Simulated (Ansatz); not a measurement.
This script makes an equation of state with a fit of Lu3TlC, space group Pm-3m with Ansatz 0.2.0 through its Python package.

`lu3tlc_eos.py`
```python
"""Bulk modulus of Lu3TlC from an E(V) curve."""

import ansatz as az
import numpy as np
from scipy.optimize import curve_fit

FUNCTIONAL = "pbesol"
SMEARING = "fermi_dirac"
SMEARING_WIDTH = 0.05
SCF_TOL = 1e-09
KMESH = (5, 5, 5)

VECTORS = np.array([
    [4.74607332, 0.0, 0.0],
    [0.0, 4.74607332, 0.0],
    [0.0, 0.0, 4.74607332],
])
SITES = [
    ("Lu", (0.5, 0.0, 0.5)),
    ("Lu", (0.0, 0.5, 0.5)),
    ("Lu", (0.5, 0.5, 0.0)),
    ("Tl", (0.0, 0.0, 0.0)),
    ("C", (0.5, 0.5, 0.5)),
]


def crystal_on(cell):
    crystal = az.Crystal(lattice=az.Lattice.of(cell))
    for symbol, position in SITES:
        crystal = crystal.atom(symbol, position)
    return crystal

def vinet(v, e0, v0, b0, b1):
    eta = (v / v0) ** (1 / 3)
    return e0 + 2 * b0 * v0 / (b1 - 1) ** 2 * (2 - (5 + 3 * b1 * (eta - 1) - 3 * eta) * np.exp(-1.5 * (b1 - 1) * (eta - 1)))

# scale the volume, keep shape and fractions
volumes, energies, pressures = [], [], []
for scale in np.linspace(0.92, 1.08, 7):
    cell = VECTORS * scale ** (1 / 3)
    base = (
        crystal_on(cell).calculation()
        .functional(FUNCTIONAL)
        .pseudopotentials("paw")
        .basis(31 * az.Ry)
        .occupations(SMEARING, width=SMEARING_WIDTH)
        .scf(tolerance=SCF_TOL)
        .kpoints(*KMESH)
        .stress()
    )
    summary = base.run(threads=1, pin="off").report
    volumes.append(abs(np.linalg.det(cell)) / len(SITES))
    energies.append(summary["free_energy_ev"] / len(SITES))
    pressures.append(np.trace(summary["stress_gpa"]) / 3)
    print(f"V = {volumes[-1]:8.4f} A^3/atom  F = {energies[-1]:.5f} eV/atom  P = {pressures[-1]:8.3f} GPa")

guess = (min(energies), volumes[int(np.argmin(energies))], 0.5, 4.5)
(e0, v0, b0, b1), _ = curve_fit(vinet, np.array(volumes), np.array(energies), p0=guess, maxfev=20000)
print(f"Vinet fit: V0 = {v0:.4f} A^3/atom, B0 = {160.21766 * b0:.1f} GPa, B1 = {b1:.2f}")
print("largest residual", round(1000 * float(np.abs(vinet(np.array(volumes), e0, v0, b0, b1) - energies).max()), 3), "meV/atom")
```

From its runs, with one value withheld:

| V (Å³/atom) | F less the lowest row shown (meV/atom) |
| --- | --- |
| 19.671 | ? |
| 20.241 | 7.08 |
| 20.811 | 0.00 |
| 21.381 | 2.37 |
| 21.951 | 12.93 |
| 22.522 | 30.61 |
| 23.092 | 54.46 |

What is the missing energy at 19.671 Å³ an atom?

A third-order Birch-Murnaghan fit, E = E0 + (9 V0 B0 / 16) [(t - 1)³ B' + (t - 1)² (6 - 4t)] with t = (V0/V)^(2/3), through the 6 rows shown gives V0 = 20.942 Å³, B0 = 94.2 GPa, B' = 4.21 and E0 = -0.24 meV. At V = 19.671 Å³, t = 1.04264, and the fit extrapolates to 25.05 meV. The run gave 24.97 meV, a miss of 0.08 meV.

For a metal this k-point mesh is coarse: on a finer one energies can move by several to tens of meV an atom and pressures by half a GPa or more, differences at one mesh by less. The program warned that this SCF threshold is loose for forces or stresses. Pressure is positive in compression. Spin-orbit coupling, which matters for elements this heavy, is left out. This cell is a computed structure, which may not be the phase found in nature. The whole script took 22 s on 1 thread of Intel(R) Xeon(R) Platinum 8488C (Sapphire Rapids), on a shared host, peak memory 0.55 GiB.
